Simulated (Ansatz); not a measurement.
# PtCl: the cost of one run

Computed with Ansatz 0.2.0 (DFT PBE, scalar-relativistic, plane waves, PAW, unless a step's input says otherwise).

2 further runs of the same task are left out: 2 set aside as unsound or not needed.

## (1) The system as given

It takes space group F-43m (No. 216, cubic). The conventional cell has a = 5.684 Å, b = 5.684 Å, c = 5.684 Å, α = 90.00°, β = 90.00°, γ = 90.00°. Pt (site symmetry -43m) is surrounded by 4 Cl at 2.46 Å. Around Cl (site symmetry -43m) lie 4 Pt at 2.46 Å.

Coordinates:

```
CELL_PARAMETERS angstrom
0.00000 2.84214 2.84214
2.84214 0.00000 2.84214
2.84214 2.84214 0.00000
ATOMIC_POSITIONS crystal
Pt 0.00000 0.00000 0.00000
Cl 0.75000 0.75000 0.75000
```

This is candidate A: zinc blende type (F-43m, No. 216).

(A quick probe on a coarse mesh, which set the mesh and smearing, is not shown.)

## (3) Full relaxation (candidate A)

input.yaml reads:

```yaml
crystal:
  lattice:
    - [0.0, 2.8421430168, 2.8421430168]
    - [2.8421430168, 0.0, 2.8421430168]
    - [2.8421430168, 2.8421430168, 0.0]
  atoms:
    - { symbol: Pt, position: [0.0, 0.0, 0.0] }
    - { symbol: Cl, position: [0.75, 0.75, 0.75] }
basis:
  ecutwfc: 420
kpoints:
  mp_grid: { grid: [16, 16, 16] }
hamiltonian:
  xc: pbe
scf:
  occupations: { method: gaussian, width: 0.1 }
output:
  forces: true
  stress: true
  eigenvalues: true
relax:
  adjacent_minimum: "off"
  f_tol: 0.01
  max_steps: 80
  cell: { stress_tol: 0.05 }
```

Run with:

```
> ansatz run input.yaml --threads 1 --pin off --max-ram 2560MiB --backend cpu --events-out ev --progress --plain --runs-dir out
```

**Question.** How long does this run take on 1 thread of Arm Neoverse V1, shared host, and how much memory does it need?

About 46 s, with a peak of 0.41 GiB.
